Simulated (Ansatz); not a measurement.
# In3P3: the cost of one run

Method: UKS PBE0-D4/def2-SVP; program: Ansatz 0.2.0, Gaussian basis.

Levels to be run: a search for the lowest solution at PBE0-D4/def2-SVP; a single point at PBE0-D4/def2-TZVP.

11 further runs of the same task are left out: 4 that didn't finish, 7 set aside as unsound or not needed. Runs told in other sessions of the task aren't counted.

### 1 The relaxed structure

The geometry is that of the doublet, from an earlier relaxation (PBE-D4/def2-SVP). At that level it is the lowest of the isomers that a small search found.

6 atoms, charge 1, spin multiplicity 2.

Atoms are counted from 1 here; the program's logs count them from 0.

Bond lengths: In1–P6 2.969 Å, In2–P4 2.933 Å, In2–P5 2.845 Å, In3–P4 2.740 Å, In3–P5 2.930 Å, P4–P5 2.345 Å, P4–P6 2.164 Å, P5–P6 2.219 Å. Angles: P4–In2–P5 47.9°, P4–In3–P5 48.7°, In2–P4–In3 130.3°, In2–P4–P5 64.1°, In2–P4–P6 84.0°, In3–P4–P5 69.9°, In3–P4–P6 88.0°, P5–P4–P6 58.8°, In2–P5–In3 126.1°, In2–P5–P4 68.0°, In2–P5–P6 85.2°, In3–P5–P4 61.4°, In3–P5–P6 82.4°, P4–P5–P6 56.5°, In1–P6–P4 120.8°, In1–P6–P5 75.0°, P4–P6–P5 64.7°.

As a file:

```
In   -1.03275   -2.14300   -1.86682
In    2.60188    0.72351    1.50505
In   -2.42489    0.30681    0.47704
P     0.00877    1.56506    0.42338
P     0.30046   -0.74522    0.70381
P     0.54653    0.29283   -1.24246
```

In takes a core potential in the def2 sets. No spin-orbit coupling is included. The ion is computed in the gas phase, without counter-ions or solvent.

Bonds by kind at the end (by distance):

```csv
bond,count,shortest (Å),longest (Å)
In–P,5,2.740,2.969
P–P,3,2.164,2.345
```

### 2 Searching for the lowest solution, PBE0-D4/def2-SVP

start.molden holds the orbitals of an earlier run on this state, given as this run's starting guess.

Contents of in.yaml:

```yaml
crystal:
  periodic: [false, false, false]
  atoms:
    - {symbol: In, position_ang: [-1.032747, -2.142998, -1.866822]}
    - {symbol: In, position_ang: [2.601877, 0.723509, 1.505048]}
    - {symbol: In, position_ang: [-2.424894, 0.306810, 0.477043]}
    - {symbol: P, position_ang: [0.008770, 1.565064, 0.423383]}
    - {symbol: P, position_ang: [0.300457, -0.745223, 0.703811]}
    - {symbol: P, position_ang: [0.546527, 0.292827, -1.242463]}
basis:
  gaussian: {orbitals: def2-SVP, initial_orbitals: start.molden}
total_charge: 1
magnetization: {spin_polarized: true, initial_magnetization: 1}
hamiltonian: {xc: pbe0, dispersion: d4}
output: {orbitals: {seedname: orbitals}}
```

The run is started by

```console
$ ansatz run in.yaml --threads 4 --pin off --events-out ev --progress --plain --max-ram 4787MiB
```

What time and memory should one allow on 4 threads of Arm Neoverse V1, shared host?

About 14 s, with a peak of 0.61 GiB.
